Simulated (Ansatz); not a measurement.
Debugging a relaxation of cell and ions of TlSbS2, space group P4/mmm (Ansatz 0.2.0, Python API).

`vcrelax_tlsbs2.py`:
```python
'''Variable-cell relaxation of TlSbS2.'''

import ansatz as az
import matplotlib.pyplot as plt
import numpy as np

FUNCTIONAL = 'r2scan'
VDW = 'd4'
MESH = (4, 4, 3)
FILLING = 'fixed'
FORCE_TOL = 0.02

def edges_and_angles(cell):
    cell = np.asarray(cell)
    a, b, c = np.linalg.norm(cell, axis=1)
    cosines = cell[1] @ cell[2] / (b * c), cell[0] @ cell[2] / (a * c), cell[0] @ cell[1] / (a * b)
    return (a, b, c, *np.degrees(np.arccos(cosines)))


def main() -> None:
    crystal = (
        az.Lattice.from_parameters(4.122701, 4.122701, 5.826779, alpha=90.0, beta=90.0, gamma=90.0)
        .atom('Tl', [0.0, 0.0, 0.0])
        .atom('Sb', [0.5, 0.5, 0.5])
        .atom('S', [0.0, 0.0, 0.5])
        .atom('S', [0.5, 0.5, 0.0])
    )

    # every cell quantity that the symmetry leaves free
    job = (
        crystal.calculation()
        .functional(FUNCTIONAL, dispersion=VDW)
        .kpoints(*MESH)
        .occupations(FILLING)
        .relax(force_tolerance=FORCE_TOL, cell=True)
    )
    steps = []


    def follow(event):
        if event['event'] != 'relax_step':
            return
        row = event['data']
        steps.append(row)
        print(f'step {row["step"]:3d}  E = {row["lagrangian_ev"]:.5f} eV  largest force component = {row["allowed_force_max_ev_ang"]:.4f} eV/A  P = {row["pressure_gpa"]:.3f} GPa')


    result = job.session().plan(threads=1).execute(on_event=follow)
    data = result.report

    first, last = steps[0], steps[-1]
    symbols = [site.symbol for site in result.lattice.sites]
    print(f'energy gained {first["lagrangian_ev"] - last["lagrangian_ev"]:.4f} eV in {len(steps) - 1} steps')
    for label, vectors in (('before', first['cell_ang']), ('after', result.lattice.cell_ang)):
        print(label, 'a b c (A) {:.4f} {:.4f} {:.4f}  angles {:.2f} {:.2f} {:.2f}'.format(*edges_and_angles(vectors)), f' V = {abs(np.linalg.det(vectors)):.3f} A^3')
    print('final stress xx yy zz (GPa, compression positive):', np.round(np.diag(data['stress_gpa']), 3) + 0.0)

    fig, (top, bottom) = plt.subplots(2, 1, sharex=True, figsize=(4.5, 4))
    top.plot([s['lagrangian_ev'] - last['lagrangian_ev'] for s in steps], 'o-')
    top.set_ylabel('E - E(final) (eV)')
    bottom.semilogy([max(s['allowed_force_max_ev_ang'], 1e-6) for s in steps], 's-')
    bottom.set(xlabel='step', ylabel='largest force (eV/A)')
    fig.tight_layout()
    fig.savefig('relax.png', dpi=100)

    print('relaxed fractional positions')
    for site in result.lattice.sites:
        print(f'  {site.symbol:2s}', ' '.join(f'{v % 1:8.5f}' for v in np.round(site.position_frac, 5)))

    print('atom   start x y z (A)              end x y z (A)')
    for symbol, a, b in zip(symbols, first['positions_ang'], last['positions_ang']):
        print(f'{symbol:3s}', ' '.join(f'{v:8.4f}' for v in a), '  ', ' '.join(f'{v:8.4f}' for v in b))

    energy = data['free_energy_ev']
    print('TlSbS2: {:.6f} eV = {:.6f} Ry = {:.6f} Ha'.format(energy, energy / 13.605693, energy / 27.211386))
    print('Fermi level {:.4f} eV, {} k-points, {} symmetry operations'.format(data['fermi_energy_ev'], data['n_kpoints'], data['n_symmetry_ops']))


if __name__ == '__main__':
    main()
```

```console
$ python vcrelax_tlsbs2.py
DeckWarning: basis.ecutwfc = 500 eV, auto-derived from the records' recommended cutoffs: set by Tl (their level for a meta-GGA)
RunWarning: iter 2: σ=0 fill of 20 bands saw a band overlap (occupied 8.2584 eV > unoccupied 8.2226 eV) — on an unconverged iterate often a transient of an unconverged empty band; one that stands at [...]
step   1  E = -19770.50602 eV  largest force component = 0.0000 eV/A  P = -1.676 GPa
step   2  E = -19770.52732 eV  largest force component = 0.0000 eV/A  P = 1.444 GPa
step   3  E = -19770.53653 eV  largest force component = 0.0000 eV/A  P = -0.101 GPa
step   4  E = -19770.53667 eV  largest force component = 0.0000 eV/A  P = -0.002 GPa
RunWarning: the bands overlap at the fill by count (20 filled at each k-point of a channel): the highest filled level, 8.734551 eV at k-index 3, stands 0.1493 eV over the lowest empty one, 8.585295 [...]
step   5  E = -19770.53645 eV  largest force component = 0.0000 eV/A  P = -0.004 GPa
energy gained 0.0304 eV in 4 steps
before a b c (A) 4.1227 4.1227 5.8268  angles 90.00 90.00 90.00  V = 99.036 A^3
after a b c (A) 4.1177 4.1177 5.6779  angles 90.00 90.00 90.00  V = 96.273 A^3
final stress xx yy zz (GPa, compression positive): [-0.003 -0.003 -0.007]
relaxed fractional positions
  Tl  0.00000  0.00000  0.00000
  Sb  0.50000  0.50000  0.50000
  S   0.00000  0.00000  0.50000
  S   0.50000  0.50000  0.00000
atom   start x y z (A)              end x y z (A)
Tl    0.0000   0.0000   0.0000     -0.0000   0.0000   0.0000
Sb    2.0614   2.0614   2.9134      2.0589   2.0589   2.8390
S     0.0000   0.0000   2.9134      0.0000   0.0000   2.8390
S     2.0614   2.0614   0.0000      2.0589   2.0589  -0.0000
TlSbS2: -19770.536451 eV = -1453.107640 Ry = -726.553820 Ha
Fermi level 8.7346 eV, 12 k-points, 16 symmetry operations
```
(Warnings from the package without file and line, shortened, repeats left out.)

No error stopped it. What is wrong with the input all the same?

The fault: fixed occupations, though the bands overlap at this level of theory. Mended:

```diff
--- before
+++ after
@@ -9,3 +9,4 @@
 MESH = (4, 4, 3)
-FILLING = 'fixed'
+FILLING = 'fermi_dirac'
+SIGMA = 0.1
 FORCE_TOL = 0.02
@@ -33,3 +34,3 @@
         .kpoints(*MESH)
-        .occupations(FILLING)
+        .occupations(FILLING, width=SIGMA)
         .relax(force_tolerance=FORCE_TOL, cell=True)
```

The mended script runs so:

```console
$ python vcrelax_tlsbs2.py
DeckWarning: basis.ecutwfc = 500 eV, auto-derived from the records' recommended cutoffs: set by Tl (their level for a meta-GGA)
step   1  E = -19770.55203 eV  largest force component = 0.0000 eV/A  P = -1.966 GPa
step   2  E = -19770.57915 eV  largest force component = 0.0000 eV/A  P = 1.592 GPa
step   3  E = -19770.58995 eV  largest force component = 0.0000 eV/A  P = -0.087 GPa
step   4  E = -19770.59013 eV  largest force component = 0.0000 eV/A  P = -0.002 GPa
step   5  E = -19770.58988 eV  largest force component = 0.0000 eV/A  P = -0.004 GPa
energy gained 0.0378 eV in 4 steps
before a b c (A) 4.1227 4.1227 5.8268  angles 90.00 90.00 90.00  V = 99.036 A^3
after a b c (A) 4.1121 4.1121 5.6594  angles 90.00 90.00 90.00  V = 95.697 A^3
final stress xx yy zz (GPa, compression positive): [-0.005 -0.005 -0.003]
relaxed fractional positions
  Tl  0.00000  0.00000  0.00000
  Sb  0.50000  0.50000  0.50000
  S   0.00000  0.00000  0.50000
  S   0.50000  0.50000  0.00000
atom   start x y z (A)              end x y z (A)
Tl    0.0000   0.0000   0.0000      0.0000  -0.0000   0.0000
Sb    2.0614   2.0614   2.9134      2.0561   2.0561   2.8297
S     0.0000   0.0000   2.9134      0.0000   0.0000   2.8297
S     2.0614   2.0614   0.0000      2.0561   2.0561  -0.0000
TlSbS2: -19770.589882 eV = -1453.111567 Ry = -726.555784 Ha
Fermi level 8.9062 eV, 12 k-points, 16 symmetry operations
```
(Warnings from the package without file and line.)

Absolute energies stand on the zero of these potentials, so only differences at equal settings mean something. A total without «per atom» is that of the cell as typed. Forces vanish by symmetry, so the ions can't move, and the end may be a saddle. Dispersion corrections can be off by several per cent in the lattices of metals, and by several GPa in the pressure at a fixed cell. The mesh is modest for a metal, so energies can be off by several to tens of meV an atom and pressures by half a GPa or more; differences at equal mesh fare better. Only differences from the Fermi energy are physical; the zero of the scale is a convention. Energies along a relaxation are free energies. Rows at an unchanged volume are solved on a plane-wave basis chosen afresh for that cell, so the energy jumps there and such rows are no steps of the walk. Spin-orbit coupling, which matters for elements this heavy, is left out. The structure comes from a database of computed cells and needn't be a stable or known phase. Finished in 28 s on 1 thread of Arm Neoverse V1, on a shared host, peak memory 0.67 GiB.

(Lines on the test bed's own set-up are left out of the output.)
